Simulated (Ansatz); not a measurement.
# F3H4NSi2: basis-set convergence

How large a basis does F3H4NSi2 need? Two functionals are run in growing sets.

Computed with Ansatz 0.2.0, Gaussian basis. Level: one geometry, several basis sets.

Plan: PBE0-D4/def2-SVP; ωB97M-V/def2-SVP; PBE0-D4/def2-QZVPP; ωB97M-V/def2-QZVPP; the functionals' def2-TZVPP values are taken from earlier runs.

## 1. Structure used throughout

All runs share one geometry, relaxed beforehand with PBE0-D4 in a triple-zeta def2 set.

SMILES `F[SiH2]N[SiH](F)F`, 10 atoms, charge 0, spin multiplicity 1.

Atoms are counted from 1 here; the program's logs count them from 0.

Bond lengths: F1–Si2 1.597 Å, Si2–N3 1.716 Å, Si2–H7 1.477 Å, Si2–H8 1.478 Å, N3–Si4 1.699 Å, N3–H9 1.013 Å, Si4–F5 1.585 Å, Si4–F6 1.586 Å, Si4–H10 1.468 Å. Angles: F1–Si2–N3 111.7°, F1–Si2–H7 107.4°, F1–Si2–H8 106.4°, N3–Si2–H7 108.1°, N3–Si2–H8 109.4°, H7–Si2–H8 113.9°, Si2–N3–Si4 128.3°, Si2–N3–H9 115.6°, Si4–N3–H9 116.0°, N3–Si4–F5 110.8°, N3–Si4–F6 110.9°, N3–Si4–H10 110.4°, F5–Si4–F6 104.7°, F5–Si4–H10 110.2°, F6–Si4–H10 109.7°.

As a file:

```tsv
atom	x (Å)	y (Å)	z (Å)
F1	-0.6945	-2.4558	0.5733
Si2	-1.0448	-1.1305	-0.2461
N3	0.3429	-0.1521	-0.4931
Si4	0.8665	1.1836	0.4177
F5	2.3464	0.9636	0.9408
F6	0.9471	2.4856	-0.4838
H7	-2.0143	-0.3577	0.5572
H8	-1.5707	-1.5758	-1.5533
H9	0.9455	-0.4323	-1.2574
H10	-0.0409	1.4203	1.5474
```

## 2. PBE0-D4 in def2-SVP

Contents of in.yaml:

```yaml
crystal:
  periodic: [false, false, false]
  atoms:
    - {symbol: F, position_ang: [-0.694499, -2.455827, 0.573327]}
    - {symbol: Si, position_ang: [-1.044809, -1.130451, -0.246131]}
    - {symbol: N, position_ang: [0.342940, -0.152121, -0.493062]}
    - {symbol: Si, position_ang: [0.866471, 1.183649, 0.417683]}
    - {symbol: F, position_ang: [2.346410, 0.963556, 0.940827]}
    - {symbol: F, position_ang: [0.947083, 2.485574, -0.483767]}
    - {symbol: H, position_ang: [-2.014327, -0.357690, 0.557236]}
    - {symbol: H, position_ang: [-1.570718, -1.575836, -1.553281]}
    - {symbol: H, position_ang: [0.945489, -0.432312, -1.257360]}
    - {symbol: H, position_ang: [-0.040939, 1.420259, 1.547427]}
basis:
  gaussian: {orbitals: def2-SVP}
hamiltonian: {xc: pbe0, dispersion: d4}
output: {orbitals: {seedname: orbitals}}
```

Further steps of the session: ωB97M-V in def2-SVP; PBE0-D4 in def2-QZVPP; ωB97M-V in def2-QZVPP.

**Question.** What will the summary of the whole plan be? Wanted: PBE0-D4: double and triple zeta above quadruple; ωB97M-V: double and triple zeta above quadruple.

The runs gave:

```
                                       quantity           value
PBE0-D4: double and triple zeta above quadruple  19.44, 1.13 eV
ωB97M-V: double and triple zeta above quadruple  19.60, 1.04 eV
```

What this shows: PBE0-D4 gains 18.32 eV from double to triple zeta, then 1.13 eV more. These are total energies; as a rule much of such shifts cancels in differences, which this series doesn't test. The LUMO of ωB97M-V is positive and keeps falling with the basis (2.74 to 1.33 eV): an unbound level that the basis holds in place.
